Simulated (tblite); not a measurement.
# C5H12GaNS: the cost of one run

Computed with tblite 0.8.0 and PySCF 2.14.0, with density-fitted response routines of our own, on a single molecule in the gas phase. Atoms count from 0, in the outputs and in this text.

## 1. The starting structure

20 atoms, charge 0, multiplicity 1; geometry from: force field or distance geometry start.

Bonds of the start (Å): C0–C1 1.53, C1–C2 1.51, C2–S3 1.78, S3–Ga4 2.19, S3–C5 1.76, C5–C6 1.45, C6–N7 1.15, C0–H8 1.12, C0–H9 1.10, C0–H10 1.12, C1–H11 1.14, C1–H12 1.08, C2–H13 1.13, C2–H14 1.10, Ga4–H15 1.63, Ga4–H16 1.61, Ga4–H17 1.62, C5–H18 1.11, C5–H19 1.12.

## 2. Geometry optimisation with GFN2-xTB

The job: settings as JSON, then the geometry in Å.

```
{"job": {"kind": "relax", "xc": "GFN2-xTB", "basis": "xTB"}, "charge": 0, "multiplicity": 1}
C      2.956500     0.105500    -0.353400
C      1.623100     0.463500     0.313600
C      0.631500    -0.651400     0.076200
S     -0.875800    -0.143600     0.886000
Ga    -1.536500     1.763000     0.027900
C     -2.100700    -1.383500     0.622200
C     -2.348700    -1.532300    -0.802000
N     -2.562400    -1.657400    -1.928600
H      2.968300    -0.962000    -0.680500
H      3.150600     0.795100    -1.186700
H      3.726800     0.192600     0.450900
H      1.793900     0.537100     1.436000
H      1.189200     1.398600    -0.023500
H      0.419000    -0.743900    -1.028200
H      0.928100    -1.606900     0.522500
H     -1.961800     2.773900     1.238300
H     -0.369000     2.504500    -0.804300
H     -2.783200     1.541000    -0.982500
H     -1.802000    -2.341200     1.105100
H     -3.052100    -1.041800     1.107800
```

Launch:

```
$ OMP_NUM_THREADS=1 python probes_run.py task.json out
```

The driver reads the jobs from task.json and runs them one after another.

Q: Estimate the wall time of this first job on 1 thread of Arm Neoverse N1, shared host.

About 2.4 s.
